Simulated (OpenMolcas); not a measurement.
# Tb³⁺ among point charges: CASSCF levels and susceptibility

Aim: the splitting of the states of Tb³⁺ in the field of 6 point charges, its lowest levels with spin-orbit coupling and its magnetic susceptibility.

Method: state-averaged CASSCF, spin-orbit coupling by RASSI with atomic mean-field integrals. Code: OpenMolcas 26.06.

## (1) Starting point

| Item | Value |
| --- | --- |
| Species | Tb³⁺ (terbium, Z = 65, 62 electrons) |
| Basis | ANO-RCC-VDZP [7s6p4d2f1g], 68 functions |
| Scalar Hamiltonian | DKH2, point nucleus |
| Inactive shells | 1s 2s 2p 3s 3p 3d 4s 4p 4d 5s 5p |
| Active space | 8 electrons in 7 orbitals (4f) |
| Some configurations of this space | 4f⁸ |
| Orbitals | optimised for the highest spin of each parity, averaged over all roots |

Outer shells as boxes (Hund's rule):

4f8
```
4f [↑↓][↑ ][↑ ][↑ ][↑ ][↑ ][↑ ]
```

The ion sits among 6 point charges of -0.5 e arranged as an octahedron (Oh), 2.8 Å from the ion.

Each step is its own input file, run in one work folder so that later steps find the files of earlier ones. Labels, J, g values, rates, χT and fits are worked out afterwards by a script from the matrices that RASSI stores. The input lists half of the charges; inversion (Group=XYZ) makes the rest.

## (2) GATEWAY and SEWARD: basis and integrals

a.inp

```
&GATEWAY
Coord
1

Tb 0.0 0.0 0.0
Basis=ANO-RCC-VDZP
Group=XYZ
NoMove
AngMom=0.0 0.0 0.0
AMFI
XField
3 Angstrom 0
2.800000 0.000000 0.000000 -0.500000
0.000000 2.800000 0.000000 -0.500000
0.000000 0.000000 2.800000 -0.500000
&SEWARD
```

The run is started by

```console
$ OMP_NUM_THREADS=1 MOLCAS_MEM=2252 MOLCAS_PROJECT=a pymolcas a.inp > a.log
```

## (3) CASSCF: septets of even parity, 7 roots

a.inp

```
&RASSCF
FileOrb=start.orb
Symmetry=1
Spin=7
nActEl=8 0 0
Inactive=15 12
Ras2=0 7
CIRoot=7 7 1
SDav=7
CIMx=300
Iter=120 100
PrWF=0.3
OrbListing=Nothing
MaxOrb=0
>>> COPY $Project.JobIph JOB001
```

start.orb holds the contracted functions of the basis, ordered by shell, or the orbitals of the step before.

## (4) Reference wave functions, quintets of even parity, 140 roots

a.inp

```
&RASSCF
FileOrb=start.orb
Symmetry=1
Spin=5
nActEl=8 0 0
Inactive=15 12
Ras2=0 7
CIRoot=140 140 1
SDav=140
CIMx=300
Iter=120 100
PrWF=0.3
OrbListing=Nothing
MaxOrb=0
CIOnly
>>> COPY $Project.JobIph JOB002
```

## (5) CASSCF: triplets of even parity, 162 roots

a.inp

```
&RASSCF
FileOrb=start.orb
Symmetry=1
Spin=3
nActEl=8 0 0
Inactive=15 12
Ras2=0 7
CIRoot=162 162 1
SDav=588
CIMx=300
Iter=120 100
PrWF=0.3
OrbListing=Nothing
MaxOrb=0
CIOnly
>>> COPY $Project.JobIph JOB003
```

## (6) RASSI: spin-orbit coupling between the states

a.inp

```
&RASSI
NrOfJobIphs=2 7 62
1 2 3 4 5 6 7
1 2 3 4 5 6 7 8 9 10 11 12 13 14 15 16 17 18 19 20 21 22 23 24 25 26 27
28 29 30 31 32 33 34 35 36 37 38 39 40 41 42 43 44 45 46 47 48 49 50 51
52 53 54 55 56 57 58 59 60 61 62
IphNames
JOB001
JOB002
EJob
SpinOrbit
DIPRint=1.0
SOCoupling=1000.0
Subsets=2
Property=9
'ANGMOM' 1 'ANGMOM' 2 'ANGMOM' 3 'MLTPL  1' 1 'MLTPL  1' 2 'MLTPL  1' 3
'AMFI' 1 'AMFI' 2 'AMFI' 3
SOProperty=3
'ANGMOM' 1 'ANGMOM' 2 'ANGMOM' 3
```

**Question.** What will these runs give? Wanted: spin-free ground state; first state of the same spin within the active space; lowest level; next level.

As calculated:

| quantity | value |
| --- | --- |
| method | CASSCF |
| spin-free ground state | 7A2, 1-fold in its orbital part |
| first state of the same spin within the active space | 7T2 at 52.5 cm⁻¹ |
| lowest level | 1-fold A1 |
| next level | 5.2 cm⁻¹ |
| χT at 300 K | 11.79 cm³ K/mol |
| effective moment at 300 K | 9.71 μB |

The spin-free ground state (7A2) comes to 100 % from free-ion F terms and keeps the highest spin of the shell. The quintets, triplets rest on orbitals optimised for another spin in at least one step, which raises them against the optimised states. Not all states of the active space went into the spin-orbit step. High states of lower spin are left out of the spin-orbit mixing, and CASSCF puts spin-flip levels too high. This is an electrostatic model: the charges have no orbitals.
